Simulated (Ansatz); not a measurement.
## Ca₂Zn, space group P4_2/mnm: a relaxation followed by a look at the electronic structure, step by step

Computed with the Python package of Ansatz (0.2.0).

Interactive session:
```pycon
>>> import ansatz as az
>>> import numpy as np
>>> from pymatgen.core import Lattice, Structure
>>> from pymatgen.io.ase import AseAtomsAdaptor
>>> def count_gap(report):
...     # lowest empty less highest filled band, counting bands; zero where they overlap
...     return max(report.get("gap_by_band_count_ev") or 0.0, 0.0)
...
>>> def configured(crystal, spacing):
...     return (
...         crystal.calculation()
...         .functional(az.Functional.R2SCAN)
...         .occupations("methfessel_paxton", width=0.15)
...         .kpoints(spacing=spacing)
...     )
...
>>> pmg_structure = Structure(
...     Lattice([[7.458488, 0.0, 0.0], [0.0, 7.458488, 0.0], [0.0, 0.0, 3.948378]]),
...     ["Ca", "Ca", "Ca", "Ca", "Zn", "Zn"],
...     [
...         [0.282156, 0.282156, 0.0],
...         [0.717844, 0.717844, 0.0],
...         [0.217844, 0.782156, 0.5],
...         [0.782156, 0.217844, 0.5],
...         [0.0, 0.0, 0.0],
...         [0.5, 0.5, 0.5],
...     ],
... )
>>> xtal = az.Crystal.from_ase(AseAtomsAdaptor.get_atoms(pmg_structure))
>>> relaxed = configured(xtal, 0.34).relax(cell=True, force_tolerance=0.02, max_steps=40).checkpoint(write="relax.run").run(threads=1)
DeckWarning: basis.ecutwfc = 500 eV, auto-derived from the records' recommended cutoffs: set by Ca (their level for a meta-GGA)
>>> cell = np.asarray(relaxed.lattice.cell_ang)
>>> print("relaxed edges (A):", np.linalg.norm(cell, axis=1).round(4), " volume:", round(abs(np.linalg.det(cell)), 3), "A^3")
relaxed edges (A): [7.3889 7.3889 3.9608]  volume: 216.247 A^3
>>> for site in relaxed.lattice.sites:
...     print(" ", site.symbol, np.round(site.position_frac, 4) + 0.0)
...
  Ca [0.2839 0.2839 0.    ]
  Ca [0.7161 0.7161 0.    ]
  Ca [0.2161 0.7839 0.5   ]
  Ca [0.7839 0.2161 0.5   ]
  Zn [0. 0. 0.]
  Zn [0.5 0.5 0.5]
>>> final = az.Crystal.from_checkpoint("relax.run")
DeckWarning: crystal.checkpoint: the structure is that of relax.run, a `relax` run, at its step 3: its result, under r2scan at a charge of 0 e; 6 atoms read, 0 with a starting moment [...]
>>> out = configured(final, 0.26).functional("pbesol").stress().band_table().density_of_states(energy_step=0.05).run(threads=1)
DeckWarning: basis.ecutwfc = 420 eV, auto-derived from the records' recommended cutoffs: set by Ca (normal level)
>>> data = out.report
>>> data["free_energy_ev"]
-13736.576588693144
>>> dos = out.density_of_states()
>>> print(f"pressure at the relaxed cell {np.trace(data['stress_gpa']) / 3:.3f} GPa, gap by band count {count_gap(data):.3f} eV")
pressure at the relaxed cell -0.787 GPa, gap by band count 0.000 eV
>>> if count_gap(data) == 0:
...     print("states/eV at the Fermi level:", round(float(np.interp(dos.fermi_ev, dos.energies_ev, dos.spin_summed_g_bin_mean_per_ev)), 3))
...
states/eV at the Fermi level: 2.648
```

Caveats:
- Total energies depend on the potentials; only differences at equal settings carry meaning. A total without «per atom» is that of the whole cell that was run.
- The mesh is modest for a metal, so energies can be off by several to tens of meV an atom and pressures by half a GPa or more; differences at equal mesh fare better.
- An absolute Fermi energy rests on an arbitrary zero of the periodic potential and has no direct meaning.
- A gap by band count of zero or less means overlapping bands, a metal.
- The structure comes from a database of computed cells and needn't be a stable or known phase.
- Gaps and levels are Kohn-Sham values on a finite set of k-points.
- Warnings are shown shortened and without file and line.
- Where the second run takes another functional or mesh than the relaxation, its pressure isn't zero; pressure is positive in compression.
- The computed bands are complete only to about 1.2 eV above the Fermi level; beyond that the density of states is undercounted.
- The whole script took 67 s on 1 thread of Arm Neoverse V1, with other jobs on the host, peak memory 1.1 GiB.
